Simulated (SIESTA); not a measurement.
The system is AlFe3B.

```
CELL_PARAMETERS angstrom
3.82232 0.00000 0.00000
0.00000 3.82232 0.00000
0.00000 0.00000 3.82232
ATOMIC_POSITIONS crystal
Fe 0.00000 0.00000 0.50000
Fe 0.00000 0.50000 0.00000
Fe 0.50000 0.00000 0.00000
Al 0.50000 0.50000 0.50000
B 0.00000 0.00000 0.00000
```

The cell comes from a database or a generator and needn't be the stable form of this composition.

Base run:

```yaml
Program: SIESTA 5.4.2
Functional: PBEsol
Potentials_or_basis: PseudoDojo 0.4 standard (PBEsol files)
Basis: DZP (energy shift 0.003 Ry; two zetas on semicore shells)
Grid_cutoff: 800 Ry
Energy_shift: 0.003 Ry
k_mesh: 7 × 7 × 7
Occupations: fermi-dirac, width 0.05 eV
Spin: collinear spin, ferromagnetic start
Starting_moments: "[3.0, 3.0, 3.0, 0.0, 0.0] μB"
```

Its results: band gap on the k mesh none (metal or under the smearing width); pressure -6.5 GPa; net moment 4.16 μB per cell; site moments Fe +1.59; Al -0.38; B -0.23 μB.

**Question.** The run is repeated on the same cell with these changes: functional from PBEsol to LDA; potentials or basis from PseudoDojo 0.4 standard (PBEsol files) to PseudoDojo 0.4 standard (LDA files). What comes out?

**Answer.** Band gap on the k mesh none (metal or under the smearing width); pressure -12.4 GPa; net moment 4.10 μB per cell; site moments Fe +1.54; Al -0.32; B -0.19 μB.

Caveats: short orbitals over semicore shells can move pressures by several GPa; the basis of atomic orbitals isn't converged, which shifts pressures, moduli and gaps.

Not every run made on this cell is shown here.
